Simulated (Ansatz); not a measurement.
# MnCuAs (P4/nmm): relaxation of the ions

Where do the atoms of MnCuAs (P4/nmm) settle in the given cell? Aim: a relaxation of the ions, for MnCuAs (P4/nmm), run from a script.

Computed with Ansatz 0.2.0, driven from Python. Level of theory: DFT PBEsol+D3(BJ), plane waves, PAW.

### 1 Starting point

The structure is tetragonal, space group P4/nmm (No. 129). The conventional cell has a = 3.699 Å, b = 3.699 Å, c = 6.408 Å, α = 90.00°, β = 90.00°, γ = 90.00°. Around Mn (site symmetry 4mm) lie 5 As at 2.49 to 2.64 Å and 4 Cu at 2.84 Å. Cu (site symmetry -4m2) is surrounded by 4 As at 2.56 Å and 4 Cu at 2.62 Å and 4 Mn at 2.84 Å. As (site symmetry 4mm) is surrounded by 5 Mn at 2.49 to 2.64 Å and 4 Cu at 2.56 Å.

No structure file is read: the coordinates are typed or built in the script.

### 2 The code

The input, mncuas_relax.py:

```python
"""Relax the ions of MnCuAs at fixed cell."""

import logging
import sys
import warnings

import ansatz as az
from ase.data import atomic_numbers
import numpy as np
import spglib

logging.basicConfig(stream=sys.stdout, format="[%(levelname)s] %(message)s")
log = logging.getLogger("ansatz_job")
log.setLevel(logging.INFO)


def main() -> None:
    warnings.simplefilter("ignore", az.DeckWarning)

    mncuas = (
        az.Lattice.from_parameters(3.699491, 3.699491, 6.408422, alpha=90.0, beta=90.0, gamma=90.0)
        .atom("Mn", [0.0, 0.5, 0.16402], moment=2.8)
        .atom("Mn", [0.5, 0.0, 0.83598], moment=-2.8)
        .atom("Cu", [0.0, 0.0, 0.5])
        .atom("Cu", [0.5, 0.5, 0.5])
        .atom("As", [0.0, 0.5, 0.776246])
        .atom("As", [0.5, 0.0, 0.223754])
    )

    base = (
        mncuas.calculation()
        .functional(az.Functional.PBESOL, dispersion="D3(BJ)")
        .pseudopotentials("paw")
        .basis(510)
        .kpoints(mesh=(8, 8, 5))
        .occupations(az.OccupationsMethod.FERMI_DIRAC, width=0.1)
        .spin("collinear")
        .relax(force_tolerance=0.01)
        .density_of_states(energy_step=0.05, projected=True)
    )
    steps = []


    def collect(event):
        if event["event"] == "relax_step":
            steps.append(event["data"])


    out = base.session().plan().execute(on_event=collect)
    report = out.report
    log.info("step   energy (eV)     max comp. (eV/A)  SCF")
    for s in steps:
        log.info(f"{s['step']:4d} {s['lagrangian_ev']:15.5f} {s['allowed_force_max_ev_ang']:12.4f} {s['n_scf']:5d}")

    first, last = steps[0], steps[-1]
    symbols = [site.symbol for site in out.lattice.sites]
    log.info(f"energy gained {first['lagrangian_ev'] - last['lagrangian_ev']:.4f} eV in {len(steps) - 1} steps")

    moved = np.linalg.norm(np.array(last["positions_ang"]) - np.array(first["positions_ang"]), axis=1)
    print("displacement by atom (A):", " ".join(f"{s}:{d:.3f}" for s, d in zip(symbols, moved)))

    fractions = [site.position_frac for site in out.lattice.sites]
    numbers = [atomic_numbers[s] for s in symbols]
    for tolerance in (1e-3, 1e-2, 1e-1):
        print(f"space group at {tolerance} A:", spglib.get_spacegroup((out.lattice.cell_ang, fractions, numbers), symprec=tolerance))

    energy = report["free_energy_ev"]
    log.info("F of the MnCuAs cell: {:.6f} eV = {:.6f} Ry = {:.6f} Ha".format(energy, energy / 13.605693, energy / 27.211386))
    log.info("Fermi level {:.4f} eV, {} k-points, {} symmetry operations".format(report["fermi_energy_ev"], report["n_kpoints"], report["n_symmetry_ops"]))

    dos = out.density_of_states()
    energy = np.asarray(dos.energies_ev) - dos.fermi_ev
    projected = out.projected_density_of_states()
    # electrons in each projected shell, from the curves below the Fermi level
    step = energy[1] - energy[0]
    for index, site in enumerate(projected.sites):
        for shell in site.shells:
            curve = sum(np.sum(part.g_bin_mean_per_ev, axis=0) for part in shell.curves)
            log.info(f"site {index} {site.species:2s} {shell.label:3s} filled {curve[energy <= 0].sum() * step:7.3f}  at E_F {np.interp(0, energy, curve):7.3f} /eV")


if __name__ == "__main__":
    main()
```

### 3 The input behind the calls

The package turns the script's settings into the engine's input:

```yaml
crystal:
  lattice:
    a: 3.699491
    b: 3.699491
    c: 6.408422
    alpha: 90.0
    beta: 90.0
    gamma: 90.0
  atoms:
    - { symbol: Mn, position: [0.0, 0.5, 0.16402], spin: 2.8 }
    - { symbol: Mn, position: [0.5, 0.0, 0.83598], spin: -2.8 }
    - { symbol: Cu, position: [0.0, 0.0, 0.5] }
    - { symbol: Cu, position: [0.5, 0.5, 0.5] }
    - { symbol: As, position: [0.0, 0.5, 0.776246] }
    - { symbol: As, position: [0.5, 0.0, 0.223754] }
basis:
  ecutwfc: 510.0
kpoints:
  mp_grid:
    grid: [8, 8, 5]
hamiltonian:
  xc: pbesol
  dispersion: d3bj
  pseudopotentials:
    kind: paw
magnetization:
  spin_polarized: true
scf:
  occupations:
    method: fermi_dirac
    width: 0.1
relax:
  f_tol: 0.01
output:
  dos:
    de: 0.05
    projected: true
```

### 4 Launch

Command:

```bash
$ python mncuas_relax.py
```

**Question.** What results will this script give? Wanted: free energy; moment, net / absolute; moves of the relaxation; energy gained; last largest force component.

The runs gave:

| quantity | value |
| --- | --- |
| free energy | -30543.6761 eV (-5090.6127 eV/atom) |
| moment, net / absolute | 0.00 / 7.51 μB per cell |
| moves of the relaxation | 3 |
| energy gained | 6.2 meV/atom |
| last largest force component | 0.0005 eV/Å |

The relaxation took 3 moves; the largest shift is 0.086 Å. The script had first distorted the structure, so the gain undoes that, in part or whole. Other magnetic orders than the one started from may lie lower. An absolute Fermi energy rests on an arbitrary zero of the periodic potential and has no direct meaning. Projections exist only for the shells that the potentials hold, and samples at single energies can miss narrow peaks. Energies along a relaxation are free energies. A last row that repeats the one before re-solves the same geometry more tightly. This cell is a computed structure, which may not be the phase found in nature. The computed bands are complete only to about 7.5 eV above the Fermi level; beyond that the density of states is undercounted.
